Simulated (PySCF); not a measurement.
# Pb(CH3)H: forces at shaken geometries

How stiff is Pb(CH3)H? Its atoms are displaced at random by several amounts. The species was built from a template and needn't be a known compound.

Program: PySCF 2.14.0. Level of theory: BP86, Pb def2-SVP with ECP60, C def2-SVP, H def2-SVP; scalar-relativistic core potentials, no spin–orbit coupling. These are calculated values, not measurements.

2 further runs of the same task are left out: 2 for a known fault of the program.

### Step 1. Where the work starts

6 atoms, charge 0, spin multiplicity 1.

Bond lengths: Pb1–C2 2.333 Å, Pb1–H6 1.885 Å, C2–H3 1.108 Å, C2–H4 1.111 Å, C2–H5 1.111 Å. Angles: C2–Pb1–H6 91.2°, Pb1–C2–H3 111.7°, Pb1–C2–H4 109.0°, Pb1–C2–H5 109.0°, H3–C2–H4 109.8°, H3–C2–H5 109.8°, H4–C2–H5 107.5°.

Coordinates:

```
Pb   -0.11113    0.00000   -0.41301
C     1.84236    0.00000    0.86252
H     2.74768    0.00000    0.22409
H     1.84537    0.89595    1.51913
H     1.84537   -0.89595    1.51913
H    -1.17392    0.00000    1.14389
```

Formal oxidation states: Pb +2. An earlier session relaxed this geometry at BP86, Pb def2-SVP with ECP60, C def2-SVP, H def2-SVP (singlet, point group Cs).

Its energy there is -233.463393 Eh.

### Step 2. Atoms moved at random, σ = 0.15 Å

Input file run.py (the lines that set the calculation):

```python
mol = gto.M(atom='''
Pb    -0.05891    -0.12640    -0.37773
C      1.59357     0.04827     0.74821
H      2.78628    -0.13457     0.26047
H      1.83847     1.09409     1.54595
H      2.06116    -0.87095     1.43850
H     -1.22485    -0.01044     1.24034''',
    basis={'Pb': 'def2-SVP', 'C': 'def2-SVP', 'H': 'def2-SVP'},
    ecp={'Pb': 'def2-SVP'},
    charge=0, spin=0)
mf = dft.RKS(mol, xc='B88,P86')
mf.grids.atom_grid = (50, 194)
mf = mf.density_fit()  # fitting sets: Pb def2-universal-JKFIT, C def2-universal-JKFIT, H def2-universal-JKFIT
mf.conv_tol = 1e-08; mf.max_cycle = 55
mf.kernel(dm0)  # dm0: the density of the relaxed state
```

On the command line:

```sh
> OMP_NUM_THREADS=2 python run.py
```

### Step 3. Atoms moved at random, σ = 0.1 Å

Input file run.py (the lines that set the calculation):

```python
mol = gto.M(atom='''
Pb    -0.31391     0.06780    -0.34990
C      1.89048     0.01254     0.78578
H      2.74648     0.02631     0.23211
H      1.86163     0.93399     1.57936
H      1.87355    -0.94838     1.53525
H     -1.06249    -0.09225     1.07315''',
    basis={'Pb': 'def2-SVP', 'C': 'def2-SVP', 'H': 'def2-SVP'},
    ecp={'Pb': 'def2-SVP'},
    charge=0, spin=0)
mf = dft.RKS(mol, xc='B88,P86')
mf.grids.atom_grid = (50, 194)
mf = mf.density_fit()  # fitting sets: Pb def2-universal-JKFIT, C def2-universal-JKFIT, H def2-universal-JKFIT
mf.conv_tol = 1e-08; mf.max_cycle = 55
mf.kernel(dm0)  # dm0: the density of the relaxed state
```

### Step 4. Atoms moved at random, σ = 0.1 Å

Input file run.py (the lines that set the calculation):

```python
mol = gto.M(atom='''
Pb    -0.00921    -0.10395    -0.42572
C      1.69394    -0.11934     0.74060
H      2.77127     0.12447     0.16212
H      1.99635     0.95938     1.62648
H      1.73787    -0.94390     1.60389
H     -1.19448     0.08335     1.14838''',
    basis={'Pb': 'def2-SVP', 'C': 'def2-SVP', 'H': 'def2-SVP'},
    ecp={'Pb': 'def2-SVP'},
    charge=0, spin=0)
mf = dft.RKS(mol, xc='B88,P86')
mf.grids.atom_grid = (50, 194)
mf = mf.density_fit()  # fitting sets: Pb def2-universal-JKFIT, C def2-universal-JKFIT, H def2-universal-JKFIT
mf.conv_tol = 1e-08; mf.max_cycle = 55
mf.kernel(dm0)  # dm0: the density of the relaxed state
```

**Question.** What will these runs give? Wanted: for each run, σ; energy rise; harmonic estimate −½ F·u; largest force component.

As calculated:

| σ (Å) | energy rise (eV) | harmonic estimate −½ F·u (eV) | largest force component (eV/Å) |
| --- | --- | --- | --- |
| 0.15 | 2.310 | 2.372 | 10.16 |
| 0.1 | 0.986 | 1.017 | 5.11 |
| 0.1 | 1.872 | 1.749 | 6.67 |

Every displacement raises the energy. For a harmonic well the rise equals −½ F·u; the two differ by at most 7 % here (a move with σ = 0.1 Å), from anharmonicity, the grid and the small forces left at the relaxed point. The bases are small and lack diffuse functions. Spin–orbit coupling is left out.
